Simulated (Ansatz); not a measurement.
Consider a test of the smearing width of CsPdCl₃, space group Pm-3m (Ansatz 0.2.0, Python API).

`smear_cspdcl3.py`
```python
'''Smearing width test for CsPdCl3.'''

import logging
import sys

import ansatz as az
import pandas as pd
from pymatgen.core import Lattice, Structure
from pymatgen.io.ase import AseAtomsAdaptor

logging.basicConfig(stream=sys.stdout, format='%(levelname)s %(message)s')
logger = logging.getLogger('cspdcl3')
logger.setLevel(logging.INFO)


def main() -> None:
    pmg_structure = Structure(
        Lattice([(5.063224, 0.0, 0.0), (0.0, 5.063224, 0.0), (0.0, 0.0, 5.063224)]),
        ['Cs', 'Pd', 'Cl', 'Cl', 'Cl'],
        [
            (0.5, 0.5, 0.5),
            (0.0, 0.0, 0.0),
            (0.0, 0.0, 0.5),
            (0.5, 0.0, 0.0),
            (0.0, 0.5, 0.0),
        ],
    )
    cell = az.Crystal.from_ase(AseAtomsAdaptor.get_atoms(pmg_structure))

    job = cell.calculation()
    job = job.basis(510)
    job = job.kpoints(5, 5, 5).functional('lda')

    rows = []
    for value in [0.5, 0.3, 0.2, 0.1]:
        r = job.occupations('fermi_dirac', width=value).run().report
        rows.append((value, r['free_energy_ev'] / len(r['lattice']['sites']), r['n_iterations'], r['n_kpoints']))

    table = pd.DataFrame(rows, columns=['width (eV)', 'F/atom (eV)', 'iterations', 'k-points'])
    print(table.round(5).to_string(index=False))

    # differences from the last row
    for row in rows[:-1]:
        shift = 1000 * (row[1] - rows[-1][1])
        logger.info(f'{row[0]}: {shift:+.2f} meV/atom' + ('  (within 5 meV)' if abs(shift) < 5 else ''))


if __name__ == '__main__':
    main()
```

How much does the free energy per atom change between the narrowest and the widest smearing, and why?

Going from 0.1 to 0.5 eV changes F by -166.8 meV an atom. With this scheme F falls roughly as the square of the width; the report's estimate for zero width (energy_sigma0_ev) moves by only +0.9 meV.

What the script printed:

Running `python smear_cspdcl3.py` prints:
```text
 width (eV)  F/atom (eV)  iterations  k-points
        0.5  -3097.61964           6        10
        0.3  -3097.50645           6        10
        0.2  -3097.47203           6        10
        0.1  -3097.45282           6        10
INFO 0.5: -166.82 meV/atom
INFO 0.3: -53.63 meV/atom
INFO 0.2: -19.21 meV/atom
```

Reading the output:
- Spin is left out of this run.
- The mesh is modest for a metal, so energies can be off by several to tens of meV an atom and pressures by half a GPa or more; differences at equal mesh fare better.
- The smearing is wide enough that free energy and stress hold a thermal part of the electrons.
- The narrowest width needs the finest mesh, so the last row is no converged reference.
- The structure comes from a database of computed cells and needn't be a stable or known phase.
- Run time: 13 s on 1 thread of Arm Neoverse V1 (shared host), peak memory 0.55 GiB.

(Lines on the test bed's own set-up are left out of the output.)
